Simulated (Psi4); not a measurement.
**GeH2 (SMILES [GeH2]): BP86/def2-SVP (Coulomb fitting set, sweep point 1)**

Aim: the vertical ionisation energy of GeH2 at BP86/def2-SVP (Coulomb fitting set, sweep point 1), from 2 runs. Input form: a Python script.

Program for the calculation: Psi4 1.11.

2 further runs of the same task are left out: 2 for a known fault of the program. Runs told in other sessions of the task aren't counted.

### 1 The molecule

The species is GeH2 (3 atoms), meant as a singlet with charge 0. As SMILES, `[GeH2]`. Geometry: relaxed at PBE0-D4/def2-TZVP.

Bond lengths: Ge1–H2 1.595 Å, Ge1–H3 1.594 Å. Angles: H2–Ge1–H3 90.6°.

### 2 The energy at BP86/def2-SVP (Coulomb fitting set, sweep point 1)

run.py reads:

```python
import psi4

psi4.set_memory(1600000000)
psi4.set_num_threads(1)
psi4.set_output_file('geh2.out', False)

m = psi4.geometry("""
0 1
Ge    -1.07733286     0.76552805    -0.49832078
H      1.47965556     1.40520035     0.96187060
H     -0.40232269    -2.17072840    -0.46354982
units bohr
symmetry c1
""")

psi4.set_options({
    'puream': True,
    'scf_type': 'df',
    'dft_radial_points': 99,
    'dft_spherical_points': 590,
    'df_basis_scf': 'def2-universal-jfit',
})

e_tot, wfn = psi4.energy('bp86/def2-SVP', molecule=m, return_wfn=True)
print(f'total energy {e_tot:.8f} hartree = {e_tot * 27.211386:.5f} eV')
```

Started as:

```bash
$ python run.py
```

geh2.out:

```text
[...]
  Running in c1 symmetry.
[...]
  Nuclear repulsion =   21.473702033599352
[...]
  Multiplicity = 1
[...]
  Nalpha       = 17
  Nbeta        = 17
[...]
    Number of basis functions: 42
[...]
   @DF-RKS iter   1: -2076.80453626089002   -1.93458e+00   5.68032e-02 DIIS/ADIIS
[...]
   @DF-RKS iter   8: -2078.14935119568372   -2.13590e-08   7.18448e-07 DIIS
[...]
    Orbital Energies [Eh]
    ---------------------
    Doubly Occupied:
       1A   -397.150777     2A    -49.182337     3A    -43.811341
       4A    -43.807699     5A    -43.807356     6A     -5.981504
       7A     -4.208916     8A     -4.195801     9A     -4.193026
      10A     -1.111805    11A     -1.108523    12A     -1.106283
      13A     -1.098292    14A     -1.096099    15A     -0.475296
      16A     -0.280596    17A     -0.218988
[...]
  @DF-RKS Final Energy: -2078.14935119568372
   => Energetics <=
    Nuclear Repulsion Energy =             21.4737020335993520
    One-Electron Energy =               -2937.5104964056690733
    Two-Electron Energy =                 917.8503156805145409
    DFT Exchange-Correlation Energy =     -79.9628725041284980
    Empirical Dispersion Energy =           0.0000000000000000
    VV10 Nonlocal Energy =                  0.0000000000000000
    Total Energy =                      -2078.1493511956837210
[...]
 Multipole Moments:
 ------------------------------------------------------------------------------------
     Multipole            Electronic (a.u.)      Nuclear  (a.u.)        Total (a.u.)
 ------------------------------------------------------------------------------------
 L = 1.  Multiply by 2.5417464519 to convert [e a0] to [Debye]
 Dipole X            :         -1.9638905            1.9501117           -0.0137787
 Dipole Y            :          1.2753113           -1.2664574            0.0088539
 Dipole Z            :         -0.0000000           -0.0000000           -0.0000000
 Magnitude           :                                                    0.0163782
[...]
```

Standard output:

```text
total energy -2078.14935120 hartree = -56549.32416 eV
```

Wall time 4.5 s (1 thread of Intel Xeon Platinum 8259CL at 2.50GHz (Skylake/Cascade Lake), shared host); peak memory 0.4 GiB.

### 3 The doublet cation, same level

geh2.py reads:

```python
import psi4

psi4.set_memory(1600000000)
psi4.set_num_threads(1)
psi4.core.set_output_file('output.dat', False)

molecule = psi4.geometry("""
1 2
Ge    -1.07733286     0.76552805    -0.49832078
H      1.47965556     1.40520035     0.96187060
H     -0.40232269    -2.17072840    -0.46354982
units bohr
symmetry c1
""")

psi4.set_options({
    'reference': 'uks',
    'puream': True,
    'scf_type': 'df',
    'dft_radial_points': 99,
    'dft_spherical_points': 590,
    'df_basis_scf': 'def2-universal-jfit',
    'maxiter': 100,
})

E, wfn = psi4.energy('bp86/def2-SVP', molecule=molecule, return_wfn=True)
print(f'bp86/def2-SVP energy: {E:.10f} Eh')
```

Started as:

```bash
$ python geh2.py
```

output.dat:

```text
[...]
  Running in c1 symmetry.
[...]
  Nuclear repulsion =   21.473702033599352
[...]
  Multiplicity = 2
[...]
  Nalpha       = 17
  Nbeta        = 16
[...]
    Number of basis functions: 42
[...]
   @DF-UKS iter   1: -2076.63606416506991   -1.76611e+00   5.53346e-02 ADIIS/DIIS
[...]
   @DF-UKS iter   8: -2077.79841853926973    1.31945e-08   5.98183e-07 DIIS
[...]
   @S^2 Observed:                7.519005891E-01
[...]
    Orbital Energies [Eh]
    ---------------------
    Alpha Occupied:
       1A   -397.484000     2A    -49.512629     3A    -44.142074
       4A    -44.138808     5A    -44.137144     6A     -6.312985
       7A     -4.539598     8A     -4.529077     9A     -4.523895
      10A     -1.442703    11A     -1.440618    12A     -1.436168
      13A     -1.430832    14A     -1.428235    15A     -0.779561
      16A     -0.568725    17A     -0.533108
    Alpha Virtual:
      18A     -0.423798    19A     -0.260837    20A     -0.212301
      21A     -0.082709    22A      0.029367    23A      0.033194
      24A      0.038264    25A      0.042885    26A      0.057396
[...]
  @DF-UKS Final Energy: -2077.79841853926973
   => Energetics <=
    Nuclear Repulsion Energy =             21.4737020335993520
    One-Electron Energy =               -2926.5085141704062153
    Two-Electron Energy =                 906.9264090308406594
    DFT Exchange-Correlation Energy =     -79.6900154333032731
    Empirical Dispersion Energy =           0.0000000000000000
    VV10 Nonlocal Energy =                  0.0000000000000000
    Total Energy =                      -2077.7984185392697327
  UHF NO Occupations:
  HONO-2 :   15  A 1.9996594
  HONO-1 :   16  A 1.9994404
[...]
 Multipole Moments:
 ------------------------------------------------------------------------------------
     Multipole            Electronic (a.u.)      Nuclear  (a.u.)        Total (a.u.)
 ------------------------------------------------------------------------------------
 L = 1.  Multiply by 2.5417464519 to convert [e a0] to [Debye]
 Dipole X            :         -1.8608634            1.9501117            0.0892483
 Dipole Y            :          1.2084263           -1.2664574           -0.0580311
 Dipole Z            :          0.0000000           -0.0000000            0.0000000
 Magnitude           :                                                    0.1064559
[...]
```

Standard output:

```text
bp86/def2-SVP energy: -2077.7984185393 Eh
```

Wall time 5.4 s (1 thread of Intel Xeon Platinum 8259CL at 2.50GHz (Skylake/Cascade Lake), shared host); peak memory 0.4 GiB.

### 4 Outcome

Level: BP86/def2-SVP (Coulomb fitting set, sweep point 1).

```
                                          quantity           value
                        singlet GeH2: total energy  -2078.14935 Eh
                       singlet GeH2: dipole moment          0.04 D
                         singlet GeH2: HOMO energy        -5.96 eV
                         singlet GeH2: LUMO energy        -4.02 eV
                       singlet GeH2: HOMO–LUMO gap         1.94 eV
                      doublet cation: total energy  -2077.79842 Eh
doublet cation: HOMO energy (highest over α and β)       -14.51 eV
 doublet cation: LUMO energy (lowest over α and β)       -13.11 eV
                              doublet cation: ⟨S²⟩           0.752
vertical ionisation energy (to the doublet cation)        9.549 eV
```

What this shows: Removing an electron at fixed nuclei costs 9.55 eV (921 kJ/mol). The negative HOMO energy of the first species, 5.96 eV, lies 3.59 eV below that difference.
